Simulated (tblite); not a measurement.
# C8H17B: the cost of one run

The runs use tblite 0.8.0 and PySCF 2.14.0, with density-fitted response routines of our own; the level of theory stands in each step. All values are computed, except where a source is named. Atoms are numbered from 0 throughout.

## Step 1: The starting structure

26 atoms, charge 0, multiplicity 1; geometry from: force field or distance geometry start.

Bonds of the start (Å): B0–C1 1.60, C1–C2 1.57, C2–C3 1.55, C1–C4 1.58, C4–C5 1.54, C1–C6 1.56, C6–C7 1.52, C7–C8 1.33, B0–H9 1.20, B0–H10 1.18, C2–H11 1.10, C2–H12 1.13, C3–H13 1.10, C3–H14 1.12, C3–H15 1.10, C4–H16 1.11, C4–H17 1.11, C5–H18 1.11, C5–H19 1.10, C5–H20 1.11, C6–H21 1.11, C6–H22 1.09, C7–H23 1.09, C8–H24 1.08, C8–H25 1.08.

## Step 2: Relaxing the molecule with GFN2-xTB

The job: settings as JSON, then the geometry in Å.

```
{"job": {"kind": "relax", "xc": "GFN2-xTB", "basis": "xTB"}, "charge": 0, "multiplicity": 1}
B     -1.819700     0.461500    -1.191900
C     -0.590800     0.029900    -0.260700
C     -0.390300     1.093300     0.874300
C     -0.053900     2.520400     0.379500
C     -0.949300    -1.329700     0.450300
C     -1.093600    -2.535100    -0.498800
C      0.694300    -0.097100    -1.139500
C      1.920000    -0.534600    -0.357200
C      2.976100     0.255900    -0.187700
H     -2.904100     0.621700    -0.714300
H     -1.685400     0.632800    -2.353200
H      0.398900     0.768300     1.570700
H     -1.336600     1.165600     1.486300
H     -0.806900     2.891700    -0.330400
H     -0.035700     3.208100     1.262500
H      0.946200     2.542000    -0.071400
H     -1.905200    -1.211500     1.002100
H     -0.182000    -1.585000     1.206600
H     -0.106700    -2.815300    -0.919800
H     -1.801800    -2.324400    -1.309500
H     -1.470300    -3.397600     0.085700
H      0.893700     0.863100    -1.657500
H      0.534100    -0.829400    -1.937400
H      1.931100    -1.543100     0.066900
H      3.830200    -0.088400     0.378200
H      2.986700     1.259100    -0.600500
```

Run with:

```console
OMP_NUM_THREADS=1 python probes_run.py task.json out
```

One launch serves the whole session: the jobs run in the order shown.

Q: Estimate the wall time and peak memory of this first job on 1 thread of Arm Neoverse N1, shared host.

About 1 s, with a peak of 0.18 GiB.
